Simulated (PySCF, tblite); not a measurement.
# C₈H₆N radical: geometry, infrared bands and EPR parameters

Aim: predict the infrared bands and EPR parameters of C₈H₆N radical (`C=C1C=CC([CH]C#N)=C1`).

Programs: tblite 0.8.0 and PySCF 2.14.0, with density-fitted response routines of our own. Each step states its level of theory. These are calculated values for one molecule in the gas phase, unless marked as measured. Atoms are numbered from 0 throughout.

## (1) Starting geometry

15 atoms, charge 0, multiplicity 2; geometry from: force field or distance geometry start.

Bonds of the start (Å): C0–C1 1.32, C1–C2 1.45, C2–C3 1.33, C3–C4 1.46, C4–C5 1.43, C5–C6 1.42, C6–N7 1.16, C4–C8 1.34, C8–C1 1.45, C0–H9 1.09, C0–H10 1.09, C2–H11 1.08, C3–H12 1.08, C5–H13 1.08, C8–H14 1.09.

## (2) Relaxing the molecule with GFN2-xTB

What the job is given:

```
{"job": {"kind": "relax", "xc": "GFN2-xTB", "basis": "xTB"}, "charge": 0, "multiplicity": 2}
C     -2.750700     0.333500     0.254200
C     -1.472800     0.032500     0.109500
C     -0.933100    -1.247000    -0.315100
C      0.394100    -1.116700    -0.321200
C      0.777600     0.218000     0.133600
C      2.092300     0.772800     0.274900
C      3.270100     0.031400    -0.004800
N      4.239900    -0.570600    -0.222700
C     -0.346100     0.906400     0.386300
H     -3.542500    -0.387300     0.038100
H     -3.078100     1.316700     0.589200
H     -1.520800    -2.115600    -0.592200
H      1.089400    -1.898200    -0.579200
H      2.216900     1.794600     0.612900
H     -0.440600     1.937500     0.729500
```

Run with:

```sh
> OMP_NUM_THREADS=1 python probes_run.py task.json out
```

This one command runs all jobs of the session in turn.

The log of the run:

```text
step      E/eV     max force
  0    -624.76614    3.308
  1    -624.91824    1.151
  2    -624.95243    0.485
  3    -624.96825    0.944
  4    -624.97482    1.257
  5    -624.98641    0.265
  6    -624.98963    0.185
  7    -624.99121    0.140
  8    -624.99246    0.097
  9    -624.99350    0.084
 10    -624.99426    0.075
 11    -624.99479    0.064
 12    -624.99520    0.057
 13    -624.99562    0.064
 14    -624.99602    0.053
 15    -624.99635    0.042
 16    -624.99663    0.048
 17    -624.99693    0.054
 18    -624.99735    0.069
 19    -624.99788    0.074
 20    -624.99841    0.064
 21    -624.99880    0.048
 22    -624.99906    0.051
 23    -624.99928    0.047
 24    -624.99952    0.038
 25    -624.99976    0.039
 26    -625.00002    0.044
 27    -625.00031    0.052
 28    -625.00054    0.038
 29    -625.00066    0.026
 30    -625.00072    0.022
 31    -625.00076    0.020
 32    -625.00080    0.021
 33    -625.00083    0.014
 34    -625.00084    0.006
```

Run time: 0.18 s. Hardware: 1 thread of Arm Neoverse V2, shared host.

The steps of the relaxation: (not every step is listed)

| step | energy from step 0 (eV) | largest force (eV/Å) |
| --- | --- | --- |
| 0 | 0.0000 | 3.3078 |
| 1 | -0.1521 | 1.1509 |
| 2 | -0.1863 | 0.4854 |
| 3 | -0.2021 | 0.9442 |
| 4 | -0.2087 | 1.2567 |
| 5 | -0.2203 | 0.2650 |
| 6 | -0.2235 | 0.1851 |
| 7 | -0.2251 | 0.1402 |
| 8 | -0.2263 | 0.0974 |
| 10 | -0.2281 | 0.0751 |
| 12 | -0.2291 | 0.0572 |
| 14 | -0.2299 | 0.0530 |
| 16 | -0.2305 | 0.0479 |
| 18 | -0.2312 | 0.0687 |
| 20 | -0.2323 | 0.0636 |
| 22 | -0.2329 | 0.0511 |
| 24 | -0.2334 | 0.0381 |
| 26 | -0.2339 | 0.0444 |
| 28 | -0.2344 | 0.0375 |
| 29 | -0.2345 | 0.0261 |
| 30 | -0.2346 | 0.0222 |
| 31 | -0.2346 | 0.0203 |
| 32 | -0.2347 | 0.0214 |
| 33 | -0.2347 | 0.0136 |
| 34 | -0.2347 | 0.0061 |

Distances of close pairs at the start and the end, largest changes first:

| bond | before (Å) | after (Å) | change (Å) |
| --- | --- | --- | --- |
| C4–C8 | 1.342 | 1.402 | +0.060 |
| C4–C5 | 1.434 | 1.379 | -0.055 |
| C5–C6 | 1.420 | 1.388 | -0.032 |
| C0–C1 | 1.321 | 1.349 | +0.028 |
| C1–C8 | 1.453 | 1.428 | -0.025 |
| C8–H14 | 1.091 | 1.074 | -0.017 |
| C0–H9 | 1.092 | 1.076 | -0.016 |
| C1–C2 | 1.452 | 1.468 | +0.016 |

The next job starts from the end point, and lists it.

## (3) Infrared spectrum with GFN2-xTB

What the job is given:

```
{"job": {"kind": "ir", "xc": "GFN2-xTB", "basis": "xTB"}, "charge": 0, "multiplicity": 2}
C     -2.795335     0.325027     0.252023
C     -1.478646     0.058222     0.129977
C     -0.885253    -1.211215    -0.307596
C      0.449227    -1.096903    -0.303987
C      0.810736     0.253914     0.135856
C      2.093201     0.742464     0.265878
C      3.217641    -0.020553    -0.016253
N      4.156989    -0.647641    -0.248151
C     -0.385650     0.938111     0.394496
H     -3.539874    -0.417795     0.023743
H     -3.145523     1.288287     0.581441
H     -1.467337    -2.072434    -0.577783
H      1.176547    -1.841435    -0.570443
H      2.262560     1.757185     0.599665
H     -0.473697     1.952755     0.734324
```

The log of the run:

```text
mode    cm-1     km/mol
  1      73.5      1.50
  2     105.1      4.77
  3     184.7      8.86
  4     254.8      0.21
  5     270.2      1.94
  6     376.7      1.31
  7     449.8      3.59
  8     474.4      3.23
  9     531.1      2.53
 10     577.0      3.06
 11     649.0      0.01
 12     658.0      0.72
 13     700.6      0.70
 14     720.4      2.61
 15     758.7     23.30
 16     832.8     20.61
 17     857.4     19.01
 18     869.6      0.08
 19     927.5      0.79
 20     934.6      0.42
 21     964.7      0.42
 22    1060.7      1.79
 23    1083.9      1.80
 24    1136.4      1.12
 25    1207.7      1.03
 26    1286.5      1.29
 27    1308.8      0.61
 28    1325.4      5.77
 29    1396.9      0.42
 30    1485.4     46.38
 31    1592.2      1.06
 32    1610.0      1.50
 33    2299.9    256.10
 34    3061.9      9.14
 35    3107.6      1.60
 36    3139.4      4.78
 37    3141.5     11.05
 38    3148.7     23.76
 39    3154.7     30.98
```

It took 0.41 s on 1 thread of Arm Neoverse V2, shared host.

The strongest bands and the atoms that carry them (share of the mass-weighted mode):

| cm⁻¹ | km/mol | atoms |
| --- | --- | --- |
| 759 | 23.3 | H14 31 %, H13 25 %, C8 20 %, C5 11 % |
| 833 | 20.6 | H11 41 %, H12 23 %, C2 14 % |
| 857 | 19.0 | H10 37 %, H9 33 %, C0 23 % |
| 1485 | 46.4 | C4 47 %, C5 32 % |
| 2300 | 256.1 | C6 60 %, N7 38 % |
| 3142 | 11.1 | H9 32 %, H10 22 %, H12 19 %, H11 16 % |
| 3149 | 23.8 | H14 89 % |
| 3155 | 31.0 | H12 49 %, H11 42 % |

## (4) g tensor and hyperfine couplings: B3LYP/pcH-1

Same as in step 3 but for these lines:

```diff
@@ -1,2 +1,2 @@
-{"job": {"kind": "ir", "xc": "GFN2-xTB", "basis": "xTB"}, "charge": 0, "multiplicity": 2}
+{"job": {"kind": "epr", "basis": "pcH-1"}, "charge": 0, "multiplicity": 2}
 C     -2.795335     0.325027     0.252023
```

Level: UKS B3LYP, pcH-1 on C H N, non-relativistic, mean-field spin-orbit, GIAO.

The log of the run:

```text
UKS, coarse grid
  cycle   1  E = -363.08031051  |g| = 3.50e-01
  cycle   2  E = -362.93366167  |g| = 6.78e-01
  cycle   3  E = -363.13629387  |g| = 1.42e-01
  cycle   4  E = -363.14538690  |g| = 4.27e-02
  cycle   5  E = -363.14603753  |g| = 3.09e-02
  cycle   6  E = -363.14659522  |g| = 6.72e-03
  cycle   7  E = -363.14665949  |g| = 4.64e-03
  cycle   8  E = -363.14668725  |g| = 1.86e-03
  cycle   9  E = -363.14669231  |g| = 1.14e-03
  cycle  10  E = -363.14669308  |g| = 5.02e-04
UKS, final grid
  cycle   1  E = -363.14668039  |g| = 9.26e-04
  cycle   2  E = -363.14667890  |g| = 1.89e-03
  cycle   3  E = -363.14668093  |g| = 1.18e-04
  cycle   4  E = -363.14668095  |g| = 1.00e-04
  cycle   5  E = -363.14668097  |g| = 7.44e-05
  cycle   6  E = -363.14668097  |g| = 1.73e-05
E = -363.14668097 Eh   <S^2> = 0.7906 (exact 0.7500)
g shifts (ppm)      1          2          3
  rmc          -156       -156       -156
  gc             -3         32         32
  oz_so          42        816        933
  total        -117        692        809
hyperfine (MHz)  atom isotope    a_iso     a_fc   dipolar eigenvalues
    0   13C      27.61      27.61    -26.30    -25.04     51.35
    1   13C     -31.51     -31.51    -18.36      7.04     11.32
    2   13C       0.98       0.98     -3.83      1.42      2.41
    3   13C       2.56       2.56     -2.62      0.77      1.85
    4   13C     -38.28     -38.28    -22.98      9.15     13.83
    5   13C      38.95      38.95    -36.08    -34.94     71.02
    6   13C     -33.17     -33.17    -11.24     -0.63     11.86
    7   14N       4.75       4.75     -9.70     -7.40     17.10
    8   13C      48.18      48.18    -44.94    -43.56     88.50
    9    1H     -22.10     -22.10    -12.91     -0.47     13.38
   10    1H     -20.69     -20.69    -10.03     -1.42     11.45
   11    1H       0.75       0.75     -1.18     -0.41      1.59
   12    1H       0.24       0.24     -1.44     -0.15      1.59
   13    1H     -29.81     -29.81    -13.95     -1.75     15.70
   14    1H     -34.69     -34.69    -18.46     -1.67     20.13
```

It took 91 s on 1 thread of Arm Neoverse V2, shared host; peak memory 0.97 GiB.

Principal g values 2.00220, 2.00301, 2.00313; g(iso) = 2.00278, against 2.00232 for a free electron.

Hyperfine couplings, nucleus by nucleus at this fixed geometry (no averaging over rotations):

| nuclei | isotope | a(iso) (MHz) | a(iso) (G, at g = 2.0023) | largest dipolar term (MHz) |
| --- | --- | --- | --- | --- |
| C8 | 13C | 48.2 | 17.2 | 88.5 |
| C5 | 13C | 39.0 | 13.9 | 71.0 |
| C4 | 13C | -38.3 | -13.7 | -23.0 |
| H14 | 1H | -34.7 | -12.4 | 20.1 |
| C6 | 13C | -33.2 | -11.8 | 11.9 |
| C1 | 13C | -31.5 | -11.2 | -18.4 |
| H13 | 1H | -29.8 | -10.6 | 15.7 |
| C0 | 13C | 27.6 | 9.9 | 51.3 |
| H9 | 1H | -22.1 | -7.9 | 13.4 |
| H10 | 1H | -20.7 | -7.4 | 11.5 |
| N7 | 14N | 4.7 | 1.7 | 17.1 |
| C3 | 13C | 2.6 | 0.9 | -2.6 |
| C2 | 13C | 1.0 | 0.3 | -3.8 |
| H11 | 1H | 0.8 | 0.3 | 1.6 |

Mulliken spin populations:

C0 0.35; C1 -0.17; C2 -0.01; C3 0.00; C4 -0.20; C5 0.45; C6 -0.11; N7 0.20; C8 0.56; H9 -0.02; H10 -0.02; H11 0.00; H12 0.00; H13 -0.02; H14 -0.02

In first order the couplings over 0.8 MHz of 1H, 14N give 48 distinct lines over 41.7 G.

The fields below are evaluated on a grid from the run's orbitals.

ELF in a plane through or near 15 of the atoms.

Values, 10 rows by 14 columns:
```
0.00 0.00 0.00 0.00 0.00 0.00 0.00 0.00 0.00 0.00 0.00 0.00 0.00 0.00
0.00 0.00 0.00 0.00 0.00 0.00 0.00 0.00 0.10 0.01 0.00 0.00 0.00 0.00
0.00 0.00 0.01 0.01 0.00 0.93 0.78 0.04 0.99 0.95 0.00 0.00 0.00 0.00
0.00 0.20 0.84 0.61 0.03 0.93 0.95 0.74 0.89 0.37 0.11 0.24 0.00 0.00
0.00 0.53 0.93 0.69 0.61 0.04 0.79 0.54 0.94 0.21 0.99 0.99 0.01 0.00
0.00 0.14 0.57 0.68 0.90 0.61 0.88 0.56 0.42 0.79 0.47 0.25 0.00 0.00
0.00 0.00 0.12 0.12 0.72 0.72 0.21 0.41 0.44 0.36 1.00 0.52 0.00 0.00
0.00 0.00 0.00 0.01 0.99 0.99 0.01 1.00 0.91 0.02 0.93 0.15 0.00 0.00
0.00 0.00 0.00 0.00 0.07 0.06 0.00 0.49 0.17 0.00 0.00 0.00 0.00 0.00
0.00 0.00 0.00 0.00 0.00 0.00 0.00 0.00 0.00 0.00 0.00 0.00 0.00 0.00
```
The map spans 13.5 Å across and 9.6 Å up, centred on the molecule. Atoms in the plane (x, y in Å): C0 (2.8, -0.3), C1 (1.5, 0.0), C2 (0.9, 1.3), C3 (-0.5, 1.2), C4 (-0.8, -0.3), C5 (-2.1, -0.8), C6 (-3.2, 0.0), N7 (-4.2, 0.6), C8 (0.4, -1.0), H9 (3.5, 0.5), H10 (3.2, -1.3), H11 (1.4, 2.2), H12 (-1.2, 1.9), H13 (-2.2, -1.9), H14 (0.5, -2.1).

log10 of the density (e/Å³) in the same plane.

Ten even steps from '0' (-4.0) to '9' (1.9):
```
0000000000000000000000000000
0000000000000000000000000000
0000000000111112221000000000
0000000001222223332100000000
0001122123444445554310000000
0012333323566556764321100000
0134555434577667764333210000
0134666544567779754444321000
0245797655567767765566431000
0135677766567656776676531000
0134566877779767777976431000
0023456678777777666766431000
0012334567765677655675421000
0001223467654666544555320000
0000012355543566533343210000
0000001244433444422222100000
0000000122211233210000000000
0000000001000111100000000000
0000000000000000000000000000
0000000000000000000000000000
```
The map spans 13.5 Å across and 9.6 Å up, centred on the molecule. Atoms in the plane (x, y in Å): C0 (2.8, -0.3), C1 (1.5, 0.0), C2 (0.9, 1.3), C3 (-0.5, 1.2), C4 (-0.8, -0.3), C5 (-2.1, -0.8), C6 (-3.2, 0.0), N7 (-4.2, 0.6), C8 (0.4, -1.0), H9 (3.5, 0.5), H10 (3.2, -1.3), H11 (1.4, 2.2), H12 (-1.2, 1.9), H13 (-2.2, -1.9), H14 (0.5, -2.1).

On the surface of density 0.002 e/bohr³ the electrostatic potential runs, from the 1st to the 99th percentile, from -1.80 V near N7 to 1.38 V near H13.

The spin density lies nearest to C8 25 %; C5 20 %; C0 14 %; N7 11 %.

## (5) What came out

```
                                                                  quantity                  value
                                 strongest single infrared mode (GFN2-xTB)  2300 cm⁻¹, 256 km/mol
                                              zero-point energy (GFN2-xTB)          68.2 kcal/mol
                                                            g(iso) (B3LYP)                2.00278
                                                                      ⟨S²⟩     0.791 (exact 0.75)
                                                            largest a(iso)    13C on C8, 48.2 MHz
potential on the surface of density 0.002 e/bohr³, 1st and 99th percentile     -1.80 V and 1.38 V
```

**Reading.** Relaxing lowered the energy by 0.235 eV in 34 steps; the close pair that moved most is C4–C8, from 1.342 to 1.402 Å. All 39 modes are real, so the xTB geometry is a minimum. The strongest single mode, at 2300 cm⁻¹, moves mainly C6 and N7. GFN2-xTB is a fitted tight-binding method: band positions and strengths are rough. Its intensities can rank the bands wrongly. The largest spin populations lie on C8 (0.56 e), C5 (0.45 e). The isotropic g lies 0.5 ppt above the free-electron value. The conformer search found further structures of the same energy, which may be mirror or relabelled copies of this one.
